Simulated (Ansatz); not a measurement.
# B2H5O2Si, SMILES [BH]OBO[SiH3]: a single point in a Gaussian basis

With Ansatz's Python interface.

The cells in order, each with its output:

In [1]:
```python
import ansatz
from ase import Atoms
```

In [2]:
```python
atoms = Atoms(["B", "O", "B", "O", "Si", "H", "H", "H", "H", "H"], positions=[
    [2.617, -0.165, -0.7504],
    [1.6316, 0.2877, 0.2305],
    [0.4814, -0.602, 0.0626],
    [-0.5977, -0.2467, -0.8608],
    [-1.7399, 0.6346, 0.0767],
    [3.4254, -0.9748, -0.4529],
    [0.4198, -1.6098, 0.6801],
    [-2.8668, 1.0271, -0.7823],
    [-1.1181, 1.8519, 0.6231],
    [-2.2529, -0.2029, 1.1733],
])
system = ansatz.Crystal.molecule_from_ase(atoms)

calculation = system.calculation()
calculation = calculation.basis(gaussian="cc-pVDZ")
calculation = calculation.functional("lc_wpbe")
calculation = calculation.spin("collinear", total=1)
print(calculation.to_yaml())
trace = []
done = calculation.session().plan().execute(on_event=trace.append)
summary = done.report
```
```text
crystal:
  periodic: [false, false, false]
  atoms:
    - { symbol: B, position_ang: [2.617, -0.165, -0.7504] }
    - { symbol: O, position_ang: [1.6316, 0.2877, 0.2305] }
    - { symbol: B, position_ang: [0.4814, -0.602, 0.0626] }
    - { symbol: O, position_ang: [-0.5977, -0.2467, -0.8608] }
    - { symbol: Si, position_ang: [-1.7399, 0.6346, 0.0767] }
    - { symbol: H, position_ang: [3.4254, -0.9748, -0.4529] }
    - { symbol: H, position_ang: [0.4198, -1.6098, 0.6801] }
    - { symbol: H, position_ang: [-2.8668, 1.0271, -0.7823] }
    - { symbol: H, position_ang: [-1.1181, 1.8519, 0.6231] }
    - { symbol: H, position_ang: [-2.2529, -0.2029, 1.1733] }
basis:
  gaussian:
    orbitals: cc-pVDZ
hamiltonian:
  xc: lc_wpbe
magnetization:
  spin_polarized: true
  initial_magnetization: 1.0
```

In [3]:
```python
summary["free_energy_ev"]
```
Out [3]:
```text
-13399.875077102579
```

In [4]:
```python
type(done).__name__, type(summary).__name__
```
Out [4]:
```text
('RunOutcome', 'dict')
```

In [5]:
```python
for event in trace:
    if event["event"] == "mean_field_evaluation" and event["data"]["evaluation"] <= 25:
        print("pass {evaluation:3d}  E = {energy_ev:.6f} eV  gradient {gradient_ev:.1e}".format(**event["data"]))
```
```text
pass   1  E = -13394.174222 eV  gradient 3.8e+01
pass   2  E = -13392.494153 eV  gradient 4.7e+01
pass   3  E = -13399.856582 eV  gradient 2.1e+00
pass   4  E = -13399.918839 eV  gradient 7.2e-01
pass   5  E = -13399.925955 eV  gradient 5.3e-01
pass   6  E = -13399.928779 eV  gradient 2.3e-01
pass   7  E = -13399.928562 eV  gradient 2.3e-01
pass   8  E = -13399.929859 eV  gradient 9.4e-02
pass   9  E = -13399.874158 eV  gradient 1.2e-01
pass  10  E = -13399.874611 eV  gradient 5.8e-02
pass  11  E = -13399.874805 eV  gradient 4.2e-02
pass  12  E = -13399.874988 eV  gradient 2.5e-02
pass  13  E = -13399.875076 eV  gradient 7.2e-03
pass  14  E = -13399.875077 eV  gradient 7.2e-03
pass  15  E = -13399.875081 eV  gradient 1.7e-03
pass  16  E = -13399.875077 eV  gradient 2.1e-03
pass  17  E = -13399.875077 eV  gradient 6.6e-04
pass  18  E = -13399.875077 eV  gradient 2.6e-04
pass  19  E = -13399.875077 eV  gradient 1.3e-04
pass  20  E = -13399.875077 eV  gradient 1.3e-04
pass  21  E = -13399.875077 eV  gradient 6.1e-05
pass  22  E = -13399.875077 eV  gradient 6.1e-05
pass  23  E = -13399.042257 eV  gradient 3.6e+00
pass  24  E = -13399.742499 eV  gradient 1.7e+00
pass  25  E = -13399.062728 eV  gradient 3.5e+00
```

In [6]:
```python
print(f"E = {summary['free_energy_ev']:.6f} eV = {summary['free_energy_ev'] / 27.211386246:.7f} Ha")
print("converged:", summary["converged"], " doubts:", summary["published_state_doubts"] or "none")
```
```text
E = -13399.875077 eV = -492.4363263 Ha
converged: True  doubts: none
```

Caveats:
- Total energies depend on the basis set; only differences at equal settings carry meaning.
- The geometry is a force-field or estimated start, not a minimum of this method, and the basis set is short of its limit.
- The run takes the species as open-shell (spin multiplicity 2), which needn't be its ground state.
- Early passes use coarser integrals and grids, so their energies can't be compared with the last.
- Wall time of the script: 8.1 s on 1 thread of Arm Neoverse V1, with other jobs on the host, peak memory 0.28 GiB.
